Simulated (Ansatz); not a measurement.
# Ba (fcc type): the cost of one run

Program: Ansatz 0.2.0. Level of theory: DFT, LDA, all-electron LAPW, scalar-relativistic. These are calculated values, not measurements.

This is Ba in the fcc structure; at room conditions it is bcc.

### 1 The starting structure

It takes space group Fm-3m (No. 225, cubic). The conventional cell has a = 4.756 Å, b = 4.756 Å, c = 4.756 Å, α = 90.00°, β = 90.00°, γ = 90.00°. Around Ba (site symmetry m-3m) lie 12 Ba at 3.36 Å.

Coordinates:

```xyz
1
Lattice="0.0000 2.3778 2.3778 2.3778 0.0000 2.3778 2.3778 2.3778 0.0000" Properties=species:S:1:pos:R:3 pbc="T T T"
Ba    0.0000    0.0000    0.0000
```

### 2 Fcc relaxed under pressure, LAPW

input.yaml reads:

```yaml
crystal:
  lattice:
    - [0.0, 2.3778318471, 2.3778318471]
    - [2.3778318471, 0.0, 2.3778318471]
    - [2.3778318471, 2.3778318471, 0.0]
  atoms:
    - { symbol: Ba, position: [0.0, 0.0, 0.0] }
kpoints:
  mp_grid: { grid: [14, 14, 14] }
scf:
  occupations: { method: fermi_dirac, width: 0.05 }
hamiltonian:
  xc: lda
  pseudopotentials: { kind: all_electron, lapw: { basis_error: 0.0005 } }
output:
  forces: true
  stress: true
  eigenvalues: true
relax:
  f_tol: 0.005
  max_steps: 12
  cell: { p_target: 15.0, stress_tol: 0.03 }
```

Started as:

```bash
$ ansatz run input.yaml --threads 1 --pin off --max-ram 3584MiB --backend cpu --events-out ev --progress --plain --runs-dir out
```

**Question.** How long does this run take on 1 thread of Arm Neoverse V2, shared host, and how much memory does it need?

About 11 s, with a peak of 0.28 GiB.
